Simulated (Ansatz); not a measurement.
I need a geometry optimisation of C2H6AlBr, SMILES C[CH2][AlH][Br]. Use Ansatz 0.2.0 through its Python package. Use: r2SCAN, def2-SVP basis, multiplicity 1.

```xyz
10

C    -0.8340    0.8693    0.3088
C    -0.1015   -0.3366    0.6759
Al    1.1965   -0.8176   -0.7534
Br    0.5586   -1.2764   -2.9468
H    -1.4411    0.7378   -0.6647
H    -1.6082    1.1709    1.1007
H    -0.1686    1.7799    0.1723
H     0.4852   -0.1401    1.6215
H    -0.7927   -1.1686    0.8561
H     2.7888   -0.8697   -0.3674
```

`opt_c2h6albr.py`:
```python
"""Geometry optimisation of C2H6AlBr."""

import itertools

import ansatz as az
from ase.data import atomic_numbers, covalent_radii
import numpy as np

GEOMETRY = """
C    -0.83400    0.86930    0.30880
C    -0.10150   -0.33660    0.67590
Al    1.19650   -0.81760   -0.75340
Br    0.55860   -1.27640   -2.94680
H    -1.44110    0.73780   -0.66470
H    -1.60820    1.17090    1.10070
H    -0.16860    1.77990    0.17230
H     0.48520   -0.14010    1.62150
H    -0.79270   -1.16860    0.85610
H     2.78880   -0.86970   -0.36740
"""


def main() -> None:
    mol = az.Crystal.molecule()
    for line in GEOMETRY.strip().splitlines():
        symbol, *xyz = line.split()
        mol = mol.atom(symbol, [float(v) for v in xyz])

    calc = mol.calculation()
    calc = calc.basis(gaussian="def2-SVP").functional("r2scan")
    symbols = [site.symbol for site in mol.cartesian_sites]
    start = np.array([site.position_ang for site in mol.cartesian_sites], dtype=float)
    def progress(event):
        if event["event"] == "relax_step":
            row = event["data"]
            print(f"step {row['step']:3d}  E = {row['lagrangian_ev']:.6f} eV  largest force component {row['allowed_force_max_ev_ang']:.4f} eV/A")


    r = calc.relax(force_tolerance=0.01).session().plan().execute(on_event=progress).report
    end = np.array(r["positions_ang"])

    print("reference energy %16.6f eV" % r["reference_energy_ev"])
    print("total energy     %16.6f eV" % r["free_energy_ev"])
    print("occupied orbitals outside the frozen core (up, down):", r["n_occupied"], " frozen:", r["n_frozen"], " virtual:", r["n_virtual"])

    # pairs closer than 1.2 times the sum of covalent radii, before or after
    radius = [covalent_radii[atomic_numbers[s]] for s in symbols]
    span = lambda where, i, j: np.linalg.norm(where[i] - where[j])
    bonded = [(i, j) for i, j in itertools.combinations(range(len(symbols)), 2) if min(span(start, i, j), span(end, i, j)) < 1.2 * (radius[i] + radius[j])]
    print("pair        before    after (A)")
    for i, j in bonded:
        print(f"{symbols[i]}{i}-{symbols[j]}{j}".ljust(10), f"{span(start, i, j):8.4f} {span(end, i, j):8.4f}")
    with open("c2h6albr_opt.xyz", "w") as handle:
        handle.write(f"{len(symbols)}\nrelaxed C2H6AlBr\n")
        handle.writelines(f"{s:2s} {x:11.6f} {y:11.6f} {z:11.6f}\n" for s, (x, y, z) in zip(symbols, end))


if __name__ == "__main__":
    main()
```

```console
$ python opt_c2h6albr.py
step   1  E = -78802.163841 eV  largest force component 2.7121 eV/A
step   2  E = -78802.406214 eV  largest force component 1.1274 eV/A
step   3  E = -78802.447728 eV  largest force component 0.3607 eV/A
step   4  E = -78802.451025 eV  largest force component 0.2437 eV/A
step   5  E = -78802.457749 eV  largest force component 0.0556 eV/A
step   6  E = -78802.460004 eV  largest force component 0.0299 eV/A
step   7  E = -78802.463924 eV  largest force component 0.1855 eV/A
step   8  E = -78802.466838 eV  largest force component 0.1668 eV/A
step   9  E = -78802.464031 eV  largest force component 0.4927 eV/A
step  10  E = -78802.472463 eV  largest force component 0.0409 eV/A
step  11  E = -78802.475524 eV  largest force component 0.0749 eV/A
step  12  E = -78802.478954 eV  largest force component 0.1284 eV/A
step  13  E = -78802.481029 eV  largest force component 0.1215 eV/A
step  14  E = -78802.484086 eV  largest force component 0.0963 eV/A
step  15  E = -78802.485775 eV  largest force component 0.0977 eV/A
step  16  E = -78802.486384 eV  largest force component 0.0913 eV/A
step  17  E = -78802.487075 eV  largest force component 0.0568 eV/A
step  18  E = -78802.487571 eV  largest force component 0.0216 eV/A
step  19  E = -78802.487759 eV  largest force component 0.0097 eV/A
step  20  E = -78802.487902 eV  largest force component 0.0183 eV/A
step  21  E = -78802.487930 eV  largest force component 0.0093 eV/A
reference energy    -78802.487941 eV
total energy        -78802.487941 eV
occupied orbitals outside the frozen core (up, down): [33, 33]  frozen: 0  virtual: [75, 75]
pair        before    after (A)
C0-C1        1.4579   1.5324
C0-H4        1.1548   1.1018
C0-H5        1.1478   1.1029
C0-H6        1.1360   1.1017
C1-Al2       1.9897   1.9533
C1-H7        1.1300   1.1091
C1-H8        1.0966   1.1093
Al2-Br3      2.3299   2.2715
Al2-H9       1.6392   1.5834
```

`c2h6albr_opt.xyz`, as written:
```text
10
relaxed C2H6AlBr
C    -1.027982    0.802617    0.242017
C     0.064031   -0.179975    0.678321
Al    1.259120   -0.900596   -0.688320
Br    0.978027   -0.269945   -2.852385
H    -1.710733    0.352142   -0.496088
H    -1.642229    1.140921    1.093328
H    -0.602174    1.701182   -0.232385
H     0.711869    0.275445    1.454794
H    -0.382040   -1.054675    1.194506
H     2.435113   -1.918215   -0.390788
```

Notes:
- Total energies depend on the basis set; only differences at equal settings carry meaning.
- The end point is the stationary point reached from this start; no frequency run checks that it is a minimum, and the basis set is modest.
- Timing: 2.4 min on 1 thread of Arm Neoverse V2, on a shared host, peak memory 0.24 GiB.
